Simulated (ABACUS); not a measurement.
The system is Ba2Tl5V3O12.

```xyz
22
Lattice="4.2370 2.4462 6.1284 -4.2370 2.4462 6.1284 0.0000 -4.8924 6.1284" Properties=species:S:1:pos:R:3 pbc="T T T"
Ba    0.0000    0.0000    9.1926
Ba    0.0000    0.0000    0.0000
V     0.0000    2.4462    6.1284
V    -2.1185   -1.2231    6.1284
V     2.1185   -1.2231    6.1284
Tl    0.0000   -2.4462    3.0642
Tl    2.1185    1.2231    3.0642
Tl   -2.1185    1.2231    3.0642
Tl    0.0000    0.0000   13.6133
Tl    0.0000    0.0000    4.7719
O     2.6932   -0.0671    7.4143
O    -1.2885    2.3659    7.4143
O    -1.4047   -2.2988    7.4143
O    -1.4047    2.2988   10.9708
O     2.6932    0.0671   10.9708
O    -1.2884   -2.3659   10.9708
O    -2.6932    0.0671   10.9708
O     1.2884   -2.3659   10.9708
O     1.4047    2.2988   10.9708
O     1.4047   -2.2988    7.4143
O    -2.6932   -0.0671    7.4143
O     1.2885    2.3659    7.4143
```

The cell was built by a generator and needn't be a form met in nature.

Base run:

```yaml
Program: ABACUS 3.10.1
Functional: PBE
Potentials_or_basis: PseudoDojo NC SR 0.4.1 PBE standard
Cutoff: 1361 eV
Density_cutoff: 5442 eV
Basis: DZP LCAO (the cutoffs set its grid)
k_mesh: 3 × 3 × 3
Occupations: fermi-dirac, width 0.05 eV
Spin: collinear spin, ferromagnetic start
Starting_moments: "[0.0, 0.0, 2.0, 2.0, 2.0, 0.0, 0.0, 0.0, 0.0, 0.0, 0.0, 0.0, 0.0, 0.0, 0.0, 0.0, 0.0, 0.0, 0.0, 0.0, 0.0, 0.0] μB"
Fixed_moment: 7 μB
```

Its results: pressure 4.7 GPa; site moments Ba +0.01, +0.05; V +0.90; Tl +0.32, +0.41; O +0.21 μB; largest force 0.448 eV/Å.

After a change of settings the same cell gave: pressure 2.4 GPa; site moments Ba +0.00, +0.01; V +0.56; Tl +0.14, +0.12; O +0.09 μB; largest force 0.341 eV/Å. Which change was it?
A. fixed moment from 7 μB to 6 μB
B. k mesh from 3 × 3 × 3 to 2 × 2 × 2; fixed moment from 7 μB to none
C. fixed moment from 7 μB to 2 μB
D. fixed moment from 7 μB to 3.5 μB

D.

Caveats: the atomic orbitals were generated for these runs and aren't a published set; this release of the barium file is off; the basis of atomic orbitals isn't converged, which shifts pressures, moduli and gaps; the total moment is fixed, so each spin has its own Fermi level; the moment is held away from its start (some runs).
